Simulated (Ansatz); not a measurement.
# ClF2H4N2Ta: the cost of one run

Method: RKS B3LYP-D4/def2-SVP, in Ansatz 0.2.0.

## 1. The structure to begin with

Bond lengths: Ta1–F2 1.930 Å, Ta1–F3 1.930 Å, Ta1–N4 2.160 Å, N4–H5 1.060 Å, N4–H6 1.060 Å, Ta1–Cl7 2.470 Å, Ta1–N8 2.160 Å, N8–H9 1.060 Å, N8–H10 1.060 Å. Angles (14 of 16 angles, heavy atoms first): F2–Ta1–F3 90.0°, F2–Ta1–N4 90.0°, F2–Ta1–Cl7 120.0°, F2–Ta1–N8 120.0°, F3–Ta1–N4 180.0°, F3–Ta1–Cl7 90.0°, F3–Ta1–N8 90.0°, N4–Ta1–Cl7 90.0°, N4–Ta1–N8 90.0°, Cl7–Ta1–N8 120.0°, Ta1–N4–H5 120.0°, Ta1–N4–H6 120.0°, Ta1–N8–H9 120.0°, Ta1–N8–H10 120.0°.

Structure file:

```xyz
10

Ta    0.0000    0.0000    0.0000
F     1.9300    0.0000    0.0000
F     0.0000    0.0000    1.9300
N     0.0000    0.0000   -2.1600
H    -0.6116   -0.6845   -2.6900
H     0.6116    0.6845   -2.6900
Cl   -1.2350    2.1390    0.0000
N    -1.0800   -1.8706    0.0000
H    -1.8056   -2.0636    0.7482
H    -0.8844   -2.5955   -0.7482
```

## 2. Relaxing the start

input.yaml reads:

```yaml
crystal:
  periodic: [false, false, false]
  atoms:
    - { symbol: Ta, position_ang: [0.0, 0.0, 0.0] }
    - { symbol: F, position_ang: [1.93, 0.0, 0.0] }
    - { symbol: F, position_ang: [0.0, 0.0, 1.93] }
    - { symbol: "N", position_ang: [0.0, 0.0, -2.16] }
    - { symbol: H, position_ang: [-0.6116, -0.6845, -2.69] }
    - { symbol: H, position_ang: [0.6116, 0.6845, -2.69] }
    - { symbol: Cl, position_ang: [-1.235, 2.139, 0.0] }
    - { symbol: "N", position_ang: [-1.08, -1.8706, 0.0] }
    - { symbol: H, position_ang: [-1.8056, -2.0636, 0.7482] }
    - { symbol: H, position_ang: [-0.8844, -2.5955, -0.7482] }
basis:
  gaussian: { orbitals: def2-SVP }
hamiltonian:
  xc: b3lyp
  dispersion: d4
relax:
  f_tol: 0.02
  max_steps: 40
```

Launch:

```
$ ansatz run input.yaml --threads 2 --pin off --max-ram 3072MiB --backend cpu --events-out ev --progress --plain --runs-dir out
```

**Question.** How long does this run take on 2 threads of Arm Neoverse V2, shared host, and how much memory does it need?

About 93 s, with a peak of 0.33 GiB.
